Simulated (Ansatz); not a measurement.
# SiH₄O + HF + H₂O: a complex and its separated parts

Aim: how far the complex at one end of a reaction step lies below its separated, relaxed parts, level by level.

The runs use Ansatz 0.2.0, Gaussian basis; PBE0-D4/def2-TZVP structures, single points in def2-TZVPP, no counterpoise correction.

Levels: SPW92, PBE-D4, BLYP-D4, r2SCAN-D4, B97M-V, PBE0-D4, B3LYP-D4, r2SCAN0-D4, BHLYP-D4, CAM-B3LYP-D4, wB97X-V, wB97M-V, B2PLYP, PBE-QIDH, RPA on PBE, Hartree-Fock, MP2, CCSD, CCSD(T).

Cores are frozen in the correlated methods. B3LYP uses VWN-RPA correlation. B2PLYP carries no dispersion term here.

113 further runs of the same task are left out: 113 set aside as unsound or not needed.

## 1. Where the work starts

The complex: 11 atoms, charge 0, spin multiplicity 1.

Atoms are counted from 1 here; the program's logs count them from 0.

Bond lengths: Si1–H2 1.506 Å, Si1–H3 1.480 Å, Si1–H4 1.488 Å, Si1–O5 1.628 Å, O5–H10 0.970 Å, H6–F7 0.959 Å, H8–O9 0.967 Å, O9–H11 0.961 Å. Angles: H2–Si1–H3 107.2°, H2–Si1–H4 105.9°, H2–Si1–O5 111.6°, H3–Si1–H4 110.5°, H3–Si1–O5 107.9°, H4–Si1–O5 113.6°, Si1–O5–H10 118.1°, H8–O9–H11 106.5°.

As a file:

```mol
FH7O2Si
  3D, bonds by distance, orders not assigned

 11  8  0  0  0  0  0  0  0  0999 V2000
   -0.7141    0.4863   -1.4556 Si  0  0
    0.0428   -0.8071   -1.3037 H   0  0
   -0.6610    0.8597   -2.8865 H   0  0
   -2.1134    0.1886   -1.0473 H   0  0
   -0.0258    1.6874   -0.5982 O   0  0
    0.5719    0.0051    1.8153 H   0  0
    0.2053    0.8664    2.0235 F   0  0
    0.8790   -1.3639    0.2764 H   0  0
    1.0853   -1.3557    1.2213 O   0  0
    0.0163    1.5949    0.3661 H   0  0
    0.7134   -2.1616    1.5889 H   0  0
  1  2  8  0
  1  3  8  0
  1  4  8  0
  1  5  8  0
  5 10  8  0
  6  7  8  0
  8  9  8  0
  9 11  8  0
M  END
```

Its parts: SiH₄O holds atoms 1, 2, 3, 4, 5, 10; HF holds atoms 6, 7; H₂O holds atoms 8, 9, 11. Each part counts its atoms afresh in its own runs.

## 2. Relaxing SiH₄O alone

The input, relax-a/in.yaml:

```yaml
crystal:
  periodic: [false, false, false]
  atoms:
    - {symbol: Si, position_ang: [-0.714117, 0.486284, -1.455559]}
    - {symbol: H, position_ang: [0.042820, -0.807092, -1.303744]}
    - {symbol: H, position_ang: [-0.660954, 0.859707, -2.886509]}
    - {symbol: H, position_ang: [-2.113416, 0.188632, -1.047323]}
    - {symbol: O, position_ang: [-0.025776, 1.687440, -0.598180]}
    - {symbol: H, position_ang: [0.016281, 1.594853, 0.366082]}
basis:
  gaussian: {orbitals: def2-TZVP}
hamiltonian: {xc: pbe0, dispersion: d4}
relax: {f_tol: 0.005, max_steps: 200}
```

Run with:

```
$ ansatz run in.yaml --threads 4 --pin off --events-out ev --progress --plain --max-ram 9574MiB
```

After this run come: Relaxing HF alone; Relaxing H₂O alone; SPW92/def2-TZVPP; PBE-D4/def2-TZVPP; BLYP-D4/def2-TZVPP; r2SCAN-D4/def2-TZVPP; B97M-V/def2-TZVPP; PBE0-D4/def2-TZVPP; B3LYP-D4/def2-TZVPP; r2SCAN0-D4/def2-TZVPP; BHLYP-D4/def2-TZVPP; CAM-B3LYP-D4/def2-TZVPP; wB97X-V/def2-TZVPP; wB97M-V/def2-TZVPP; B2PLYP/def2-TZVPP; PBE-QIDH/def2-TZVPP; RPA on PBE/def2-TZVPP; CCSD(T)/def2-TZVPP; Vibrations of SiH₄O; Vibrations of HF; Vibrations of H₂O.

What does the calculation give? Wanted: complex less parts, CCSD(T)/def2-TZVPP; with zero-point energy; largest T1 diagnostic.

**Answer**, as computed:

```
                              quantity         value
complex less parts, CCSD(T)/def2-TZVPP  -68.0 kJ/mol
                with zero-point energy  -49.1 kJ/mol
                 largest T1 diagnostic         0.011
```

At CCSD(T) the complex lies 68.0 kJ/mol below its parts. B2PLYP is the best functional here (-1.8 kJ/mol from CCSD(T)); SPW92 is the worst (-55.0 kJ/mol). By rung, the mean size of the error is: LDA 55.0, GGA 15.1, meta-GGA 11.0, hybrid 9.5, range-separated hybrid 9.7, double hybrid 2.2 kJ/mol. PBE-D4 gives a relative energy 18.1 kJ/mol too low, outside chemical accuracy (1 kcal/mol, 4.2 kJ/mol). No counterpoise was applied, and triple zeta lacks some correlation, so the CCSD(T) reference has a basis error of its own, and close matches with it are partly luck.
